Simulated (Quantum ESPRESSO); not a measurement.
**Rh in Quantum ESPRESSO: the effect of smearing width**

The system is Rh, a slab with vacuum.

```
Rh
1.0
     2.68920    0.00000    0.00000
     0.00000    2.68920    0.00000
     0.00000    0.00000   24.50775
Rh
6
Direct
  0.50000 0.50000 0.30603
  0.00000 0.00000 0.38362
  0.50000 0.50000 0.46121
  0.00000 0.00000 0.53879
  0.50000 0.50000 0.61638
  0.00000 0.00000 0.69397
```

The slab is cut from a database's or a generator's crystal, which needn't be the stable form of the element.

Alike in all runs:

| Property | Result |
| --- | --- |
| Program | Quantum ESPRESSO 7.5 |
| Task | work function |
| Functional | PBE |
| Potentials or basis | PseudoDojo 0.4.1 SR PBE standard |
| Cutoff | 1197 eV |
| Density cutoff | 4789 eV |
| k mesh | 5 × 5 × 1 |
| Spin | no spin polarisation |

| smearing width | occupations | largest force (eV/Å) | work function (eV) |
| --- | --- | --- | --- |
| 0.01 | fermi-dirac, width 0.01 eV | 0.49 | 5.08 |
| 0.025 | fermi-dirac, width 0.025 eV | 0.52 | 5.08 |
| 0.05 | fermi-dirac, width 0.05 eV | ? | ? |
| 0.1 | fermi-dirac, width 0.1 eV | 0.49 | 5.04 |
| 0.2 | fermi-dirac, width 0.2 eV | 0.46 | 5.03 |

Task: What does the run with smearing width 0.05 give?

Result: Largest force 0.51 eV/Å; work function 5.07 eV.

Worked out: A parabola through the other rows of the largest force, of slope -0.0747 eV/Å per unit of smearing width there, gives 0.50 eV/Å, against the run's 0.51. A parabola through the other rows of the work function, of slope -0.49 eV per unit of smearing width there, gives 5.06 eV, against the run's 5.07.

Caveats: all runs use coarse meshes.
